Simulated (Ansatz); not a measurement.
# Ca: a tetragonal deformation path

One table from this session's results is given with a row withheld; the runs are named, their logs left out.

The COD cell was measured well above room temperature, so it is larger than a cold one.

Program: Ansatz 0.2.0. Level of theory: DFT PBEsol, scalar-relativistic, plane waves, PAW. These are calculated values, not measurements.

**Starting point**

It takes space group Im-3m (No. 229, cubic). Conventional cell: a = 4.480 Å, b = 4.480 Å, c = 4.480 Å, α = 90.00°, β = 90.00°, γ = 90.00°. Ca (site symmetry m-3m) has 8 Ca at 3.88 Å in its first shell of neighbours.

Coordinates:

```cif
data_structure
_symmetry_space_group_name_H-M 'P 1'
_symmetry_Int_Tables_number 1
_cell_length_a 3.8798
_cell_length_b 3.8798
_cell_length_c 3.8798
_cell_angle_alpha 109.471
_cell_angle_beta 109.471
_cell_angle_gamma 109.471
_cell_volume 44.96
loop_
_atom_site_label
_atom_site_type_symbol
_atom_site_fract_x
_atom_site_fract_y
_atom_site_fract_z
_atom_site_occupancy
Ca1 Ca 0.00000 0.00000 0.00000 1
```

No relaxation comes first: the listed cell is the starting point.

Set-up of the first run:

The input, input.yaml:

```yaml
crystal:
  lattice:
    - [-2.24, 2.24, 2.24]
    - [2.24, -2.24, 2.24]
    - [2.24, 2.24, -2.24]
  atoms:
    - { symbol: Ca, position: [0.0, 0.0, 0.0] }
basis:
  ecutwfc: 420
kpoints:
  mp_grid: { grid: [16, 16, 16] }
hamiltonian:
  xc: pbesol
scf:
  occupations: { method: gaussian, width: 0.15 }
output:
  forces: true
  stress: true
  eigenvalues: true
  write_density: true
  write_potential: true
  elf: true
  volumetric_format: npy
```

Command:

```bash
> ansatz run input.yaml --threads 1 --pin off --max-ram 2560MiB --backend cpu --events-out ev --progress --plain --runs-dir out
```

Steps of the session up to this table: The undisturbed cell; ρ = 0.707; ρ = 1.414; Point ρ = 0.850; At ρ = 1.200; ρ = 0.780; Point ρ = 1.300; Point ρ = 0.920; At ρ = 1.100; ρ = 0.650; At ρ = 1.500; Point ρ = 0.960; At ρ = 1.050.

One table of the session follows, with a row left open; its other results are not shown here.

Collected from the runs (energy zero: the undisturbed cell):

```
    ρ  ΔE (meV/atom)  pressure (GPa)
0.650          248.1            -0.4
0.707              ?               ?
0.780           40.9            -1.4
0.850            8.9            -1.5
0.920            0.5            -1.6
0.960           -0.1            -1.6
1.000            0.0            -1.5
1.050           -0.5            -1.6
1.100           -1.9            -1.6
1.200           -6.6            -1.6
1.300          -11.9            -1.6
1.414          -15.1            -1.6
1.500          -12.4            -1.6
```

Q: Estimate the row for ρ = 0.707 from the others.

Worked estimate for «ΔE (meV/atom)». A straight line through the neighbours (0.650, 248.1) and (0.780, 40.9) gives 248.1 + (40.9 − 248.1) × (0.707 − 0.650) / (0.780 − 0.650) = 157.3; a parabola fitted to 3 rows on both sides gives 133.6.

As computed: ΔE (meV/atom): 124.3; pressure (GPa): -0.9. In «ΔE (meV/atom)» the line misses by +33.0 and the parabola by +9.3.
